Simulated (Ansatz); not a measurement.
# SiC (Moissanite 3C): the cost of one run

Computed with the Python package of Ansatz 0.2.0. Level of theory: G0W0 on DFT LDA, plane waves, PAW.

### Step 1. The system

It takes space group F-43m (No. 216, cubic). Conventional cell: a = 4.358 Å, b = 4.358 Å, c = 4.358 Å, α = 90.00°, β = 90.00°, γ = 90.00°. Si (site symmetry -43m) has 4 C at 1.89 Å as nearest neighbours. Around C (site symmetry -43m) lie 4 Si at 1.89 Å.

Input file sic.xyz:

```xyz
2
Lattice="0.0 2.179 2.179 2.179 0.0 2.179 2.179 2.179 0.0" Properties=species:S:1:pos:R:3 pbc="T T T"
Si    0.00000000    0.00000000    0.00000000
C     1.08950000    1.08950000    1.08950000
```

### Step 2. Script

File gw.py:

```python
import warnings

import ansatz as az


def main() -> None:
    warnings.simplefilter("ignore", az.DeckWarning)

    crystal = az.Crystal.from_extxyz("sic.xyz")

    job = crystal.calculation()
    job = job.functional("lda")
    job = job.kpoints(6)
    job = job.occupations("fixed")
    job = job.gw(empty_bands=80, screening_cutoff=100, quasiparticle_bands=("v3", "c1"))
    events = []
    outcome = job.session().plan().execute(on_event=events.append, runs_dir="gw_run")
    gw = next(e["data"] for e in events if e["event"] == "gw_qp")
    top = gw["frontier_bands"]["highest_filled_band"]
    for qp in gw["qp"]:
        if qp["ik"] == 0:
            print("band", qp["band"], "shift", round(qp["e_qp_ev"] - qp["eps_ks_ev"], 3), "eV, Z =", round(qp["z"], 3))
    for key, label in (("eps_ks_ev", "Kohn-Sham"), ("e_qp_ev", "G0W0")):
        filled = max(qp[key] for qp in gw["qp"] if qp["band"] <= top)
        empty = min(qp[key] for qp in gw["qp"] if qp["band"] > top)
        print(f"{label} gap on the mesh: {empty - filled:.3f} eV")
    print("static dielectric eigenvalues (RPA, this mesh):", [round(e, 3) for e in gw["screening"][0]["eps_tensor_eigenvalues"]])


if __name__ == "__main__":
    main()
```

### Step 3. What the engine is handed

The engine receives this input:

```yaml
crystal:
  lattice:
    - [0.0, 2.179, 2.179]
    - [2.179, 0.0, 2.179]
    - [2.179, 2.179, 0.0]
  atoms:
    - { symbol: Si, position: [0.0, 0.0, 0.0] }
    - { symbol: C, position: [0.25, 0.25, 0.25] }
kpoints:
  mp_grid:
    grid: [6, 6, 6]
hamiltonian:
  xc: lda
scf:
  occupations:
    method: fixed
gw:
  n_empty_bands: 80
  ecut_chi: 100.0
  qp_bands: [v3, c1]
```

### Step 4. The run

Started as:

```bash
$ python gw.py
```

**Question.** How long does this script take on 1 thread of Arm Neoverse V2, shared host, and how much memory does it need?

About 20 s, with a peak of 0.38 GiB.
